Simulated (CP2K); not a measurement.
Runs of CP2K 2026.2 on HfRu3. Symmetry: Pm-3m, No. 221, cubic system. The conventional cell has a = 3.956 Å, b = 3.956 Å, c = 3.956 Å, α = 90.00°, β = 90.00°, γ = 90.00°. Around Hf (site symmetry m-3m) lie 12 Ru at 2.80 Å. Ru (site symmetry 4/mmm) has 4 Hf at 2.80 Å and 8 Ru at 2.80 Å as nearest neighbours. The cell comes from a database or a generator and needn't be the stable form of this composition.

| task | level | potentials or basis | cell | smearing | NGRIDS | points a segment of the path (NPOINTS) | bands added on the path | cutoff radius of the dispersion sum (A) | gap on the mesh (eV) | pressure (GPa) |
| --- | --- | --- | --- | --- | --- | --- | --- | --- | --- | --- |
| band structure | revPBE+D4 | POTENTIAL_UZH Hf GTH-PBE-q12, Ru GTH-PBE-q16; TZVP-MOLOPT-PBE-GTH basis | as given | methfessel-paxton 0.1 eV | 4 | 10 | 4 | 20 | none | -5.0 |
| single point | LDA | GTH_POTENTIALS Hf GTH-PADE-q12, Ru GTH-PADE-q16; TZVP-MOLOPT-PBE-GTH basis | as given | gaussian 0.05 eV | 5 | - | - | - | none | -14.3 |
| single point | PBE | POTENTIAL_UZH Hf GTH-PBE-q12, Ru GTH-PBE-q16; TZVP-MOLOPT-PBE-GTH basis | as given | gaussian 0.02 eV | 5 | - | - | - | none | -0.8 |
| band structure | LDA | GTH_POTENTIALS Hf GTH-PADE-q12, Ru GTH-PADE-q16; TZVP-MOLOPT-PBE-GTH basis | cell strained at random at fixed volume | methfessel-paxton 0.1 eV | 5 | 8 | 6 | - | none | (a) |

Alike in all rows: no spin polarisation; k mesh 7 × 7 × 7.

Problem. Fill in the values left out.

Solution. (a) -14.1.

Caveats: the basis of atomic orbitals isn't converged, which shifts pressures, moduli and gaps; spin-orbit coupling is left out, which moves the levels of the heavy elements (some runs); the potentials were made for another functional, which shifts forces and pressure (some runs); pairwise dispersion overbinds metals, which lowers pressure and volume (some runs).

A k mesh can miss the band edges, and the runs leave out spin-orbit coupling on Hf, Ru.

A gap of «none» marks a metal or a gap under the smearing width.
